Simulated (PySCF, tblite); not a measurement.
**C3H9NSi2: geometry, infrared bands and NMR shifts**

What infrared bands and NMR shifts should C3H9NSi2 (`N#CCC([SiH3])[SiH3]`) show?

Programs: tblite 0.8.0 and PySCF 2.14.0, with density-fitted response routines of our own. Each step states its level of theory. These are calculated values for one molecule in the gas phase, unless marked as measured. Atoms count from 0, in the outputs and in this text.

## Step 1: The starting structure

15 atoms, charge 0, multiplicity 1; geometry from: force field or distance geometry start.

Bonds of the start (Å): N0–C1 1.17, C1–C2 1.46, C2–C3 1.54, C3–Si4 1.88, C3–Si5 1.87, C2–H6 1.09, C2–H7 1.10, C3–H8 1.11, Si4–H9 1.49, Si4–H10 1.48, Si4–H11 1.49, Si5–H12 1.48, Si5–H13 1.48, Si5–H14 1.49.

## Step 2: Optimising the geometry with GFN2-xTB

What the job is given:

```
{"job": {"kind": "relax", "xc": "GFN2-xTB", "basis": "xTB"}, "charge": 0, "multiplicity": 1}
N      3.382000     0.391500    -0.985400
C      2.258900     0.065700    -1.048100
C      0.863100    -0.367600    -1.096500
C      0.158300    -0.267700     0.263600
Si    -1.526000    -1.110000     0.314900
Si    -0.236000     1.463700     0.861900
H      0.836700    -1.397700    -1.465700
H      0.333300     0.238600    -1.851300
H      0.794200    -0.764800     1.028300
H     -2.442500    -0.478500    -0.672800
H     -2.125200    -1.092400     1.663700
H     -1.348800    -2.526600    -0.096800
H     -1.103400     2.157900    -0.111000
H     -0.874700     1.452700     2.196900
H      1.025600     2.243100     0.976500
```

On the command line:

```sh
> OMP_NUM_THREADS=1 python probes_run.py task.json out
```

The driver reads the jobs from task.json and runs them one after another.

**Question.** This job is followed by: GFN2-xTB harmonic vibrations, gas phase; GIAO PBE0/pcSseg-1 NMR shielding, non-relativistic, gas phase. Predict these results of the whole session: strongest single infrared mode (GFN2-xTB); zero-point energy (GFN2-xTB); 13C shifts against TMS (PBE0/pcSseg-1); 1H shifts against TMS (PBE0/pcSseg-1, means over atoms taken as alike); 15N shifts against NH3 (PBE0/pcSseg-1); 29Si shifts against TMS (PBE0/pcSseg-1, means over atoms taken as alike); surface potential, 1st and 99th percentile.

The runs gave:

| quantity | value |
| --- | --- |
| strongest single infrared mode (GFN2-xTB) | 777 cm⁻¹, 537 km/mol |
| zero-point energy (GFN2-xTB) | 63.3 kcal/mol |
| 13C shifts against TMS (PBE0/pcSseg-1) | 124.4, 18.1, 1.7 ppm |
| 1H shifts against TMS (PBE0/pcSseg-1, means over atoms taken as alike) | 4.01, 2.31, 0.52 ppm |
| 15N shifts against NH3 (PBE0/pcSseg-1) | 301.6 ppm |
| 29Si shifts against TMS (PBE0/pcSseg-1, means over atoms taken as alike) | -64.5 ppm |
| surface potential, 1st and 99th percentile | -1.78 V and 1.38 V |

**Reading.** Relaxing lowered the energy by 0.221 eV in 45 steps; the close pair that moved most is C3–Si5, from 1.874 to 1.910 Å. All 39 modes are real, so the xTB geometry is a minimum. GFN2-xTB is a fitted tight-binding method: band positions and strengths are rough. Its intensities can rank the bands wrongly. C1 (nitrile carbon) lies farthest downfield among carbon, at 124.4 ppm; this is the usual window of a C≡N carbon, which has no attached hydrogen. At PBE0/pcSseg-1: Shielding is most anisotropic at N0 (span 493 ppm, paramagnetic term -374 ppm).
